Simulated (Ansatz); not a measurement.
This script drives the Ansatz DFT code, driven from Python.

`run_freq.py`:
```python
# -*- coding: utf-8 -*-
'''Harmonic frequencies of FH6PSi2 at its relaxed geometry.'''

import itertools

import ansatz as az
from ase import Atoms
from ase.data import atomic_numbers, covalent_radii
from ase.thermochemistry import IdealGasThermo
import numpy as np

BASIS_SET = 'def2-SVP'
FUNCTIONAL = 'pbe0'

geometry_ang = [
    ('F', (-1.9189, 1.2267, -0.2893)),
    ('Si', (-0.3984, 0.961, -0.2187)),
    ('Si', (0.0167, -0.6204, 1.3828)),
    ('P', (0.3376, 0.2859, -2.2335)),
    ('H', (0.3264, 2.2237, 0.0623)),
    ('H', (1.5102, -0.8929, 1.447)),
    ('H', (-0.3471, -0.1635, 2.7535)),
    ('H', (-0.6046, -1.888, 1.0865)),
    ('H', (-0.3739, -0.9679, -2.1627)),
    ('H', (1.5352, -0.2157, -1.8249)),
]
molecule = az.Crystal.molecule()
for symbol, xyz in geometry_ang:
    molecule = molecule.atom(symbol, xyz)

calc = molecule.calculation()
calc = calc.basis(gaussian=BASIS_SET)
calc = calc.functional(FUNCTIONAL)
symbols = [site.symbol for site in molecule.cartesian_sites]
start = np.array([site.position_ang for site in molecule.cartesian_sites], dtype=float)
report = calc.relax(force_tolerance=0.003).run(threads=1, pin='off').report
end = np.array(report['positions_ang'])

# pairs closer than 1.2 times the sum of covalent radii, before or after
radius = [covalent_radii[atomic_numbers[s]] for s in symbols]
span = lambda where, i, j: np.linalg.norm(where[i] - where[j])
bonded = [(i, j) for i, j in itertools.combinations(range(len(symbols)), 2) if min(span(start, i, j), span(end, i, j)) < 1.2 * (radius[i] + radius[j])]
print('pair        before    after (A)')
for i, j in bonded:
    print(f'{symbols[i]}{i}-{symbols[j]}{j}'.ljust(10), f'{span(start, i, j):8.4f} {span(end, i, j):8.4f}')

# same settings at the minimum
minimum = az.Crystal.molecule()
for symbol, place in zip(symbols, end):
    minimum = minimum.atom(symbol, place.tolist())
vibrating = (
    minimum.calculation()
    .basis(gaussian=BASIS_SET)
    .functional(FUNCTIONAL)
    .phonons(temperatures=(100, 500, 100))
)
vib = vibrating.run(threads=1, pin='off').report['vibrations']
sums = vib['harmonic_sums']
modes = [m['omega_inv_cm'] for m in sums['modes_at_gamma'] if m['rigid_motion'] == 'no']
for number, w in enumerate(modes, start=1):
    print(f'mode {number:2d} {w:9.1f} 1/cm {w / 8065.544 * 1000:8.2f} meV')
print('imaginary modes:', sum(w < 0 for w in modes), ' zero-point energy:', round(sums['zero_point_energy_ev'], 4), 'eV')
# rigid rotor and ideal gas, symmetry number taken as one
gas = IdealGasThermo(vib_energies=[w / 8065.544 for w in modes if w > 0], geometry='linear' if len(modes) == 3 * len(symbols) - 5 else 'nonlinear',
                     atoms=Atoms(symbols, positions=end), symmetrynumber=1, spin=0.0)
print(f'H(298 K) - E = {gas.get_enthalpy(298.15, verbose=False):.4f} eV')
print(f'S(298 K, 1 bar) = {96485.33 * gas.get_entropy(298.15, 1e5, verbose=False):.1f} J/(mol K) with symmetry number 1')
```

It is started by `python run_freq.py`. Estimate its wall time and peak memory on 1 thread of Arm Neoverse V1 (shared host).

It took about 3.9 min, with a peak of 0.33 GiB, for 2 runs of the engine.

`python run_freq.py` gives:
```text
pair        before    after (A)
F0-Si1       1.5452   1.6347
Si1-Si2      2.2887   2.3453
Si1-P3       2.2487   2.2624
Si1-H4       1.4828   1.4945
Si2-H5       1.5195   1.4964
Si2-H6       1.4899   1.4947
Si2-H7       1.4424   1.4950
P3-H8        1.4434   1.4293
P3-H9        1.3612   1.4312
mode  1     101.0 1/cm    12.53 meV
mode  2     108.4 1/cm    13.44 meV
mode  3     119.8 1/cm    14.86 meV
mode  4     172.2 1/cm    21.35 meV
mode  5     195.3 1/cm    24.21 meV
mode  6     382.6 1/cm    47.44 meV
mode  7     459.8 1/cm    57.01 meV
mode  8     483.0 1/cm    59.88 meV
mode  9     527.8 1/cm    65.44 meV
mode 10     631.1 1/cm    78.24 meV
mode 11     670.2 1/cm    83.09 meV
mode 12     790.9 1/cm    98.05 meV
mode 13     815.9 1/cm   101.16 meV
mode 14     868.3 1/cm   107.65 meV
mode 15     893.9 1/cm   110.83 meV
mode 16     927.9 1/cm   115.04 meV
mode 17     932.2 1/cm   115.58 meV
mode 18    1083.1 1/cm   134.29 meV
mode 19    2218.9 1/cm   275.11 meV
mode 20    2227.0 1/cm   276.11 meV
mode 21    2232.8 1/cm   276.83 meV
mode 22    2238.2 1/cm   277.50 meV
mode 23    2393.5 1/cm   296.75 meV
mode 24    2411.6 1/cm   298.99 meV
imaginary modes: 0  zero-point energy: 1.4807 eV
H(298 K) - E = 1.7198 eV
S(298 K, 1 bar) = 364.6 J/(mol K) with symmetry number 1
```

The frequencies are harmonic and unscaled, in a modest basis. The result belongs to the one conformer reached from this start, and soft torsions count as harmonic oscillators. The entropy takes a symmetry number of 1; a symmetric molecule's is lower by R ln(sigma).

(A comment or docstring line of the script was reworded after the run, the code is as it ran; lines on the test bed's own set-up are left out of the output.)
